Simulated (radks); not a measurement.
# As in [Ar] 3d10 4s2 4p3: an all-electron calculation

An exercise on one series of results from a longer session: the logs are not shown, and one member is left open.

Method: Dirac Kohn-Sham, OLYP, spin-unpolarised, spherical densities, finite nucleus; open shells fill j = l - 1/2 first. Code: radks (a radial shooting solver on a logarithmic mesh, Libxc functionals) version 1.

## Starting point

```
element            : arsenic (Z = 33)
charge             : 0
electrons          : 33
configuration      : [Ar] 3d10 4s2 4p3
nuclear rms radius : 4.0968 fm
```

The first run:

Settings of this run:

```text
Z 33
configuration [Ar] 3d10 4s2 4p3 5s0 4d0 5p0 4f0
relativity Dirac
functional optx,lyp
spin unpolarised
j_filling energy
nucleus finite rms 4.0968 fm
c 137.035999084
```

Steps of the session up to this table: Self-consistent calculation.

One table of the session follows, with a row left open; its other results are not shown here.

It belongs to the step «Shells». From the orbitals of this run (lengths in bohr):

| level | <r> | outermost maximum (interpolated) | 90 % within | nodes |
| --- | --- | --- | --- | --- |
| 1s1/2 | 0.04550 | 0.0297 | 0.0813 | 0 |
| 2s1/2 | 0.2025 | 0.170 | 0.314 | 1 |
| 2p1/2 | 0.1746 | 0.134 | 0.286 | 0 |
| 2p3/2 | 0.1783 | 0.137 | 0.291 | 0 |
| 3s1/2 | 0.5977 | 0.522 | 0.892 | 2 |
| 3p1/2 | 0.6092 | 0.515 | 0.934 | 1 |
| 3p3/2 | 0.6198 | 0.524 | 0.950 | 1 |
| 3d3/2 | 0.6724 | 0.475 | 1.13 | 0 |
| 3d5/2 | 0.6771 | 0.477 | 1.13 | 0 |
| 4s1/2 | 1.942 | 1.63 | 2.91 | 3 |
| 4p1/2 | 2.528 | 1.96 | 3.97 | 2 |
| 4p3/2 | ? | ? | ? | ? |

Q: Estimate the row for 4p3/2 from the others.

As computed: <r>: 2.585; outermost maximum (interpolated): 2.00; 90 % within: 4.07; nodes: 2. In the column «<r>» it is the highest.

Limits of these values: Spin polarisation and multiplet splitting are left out.
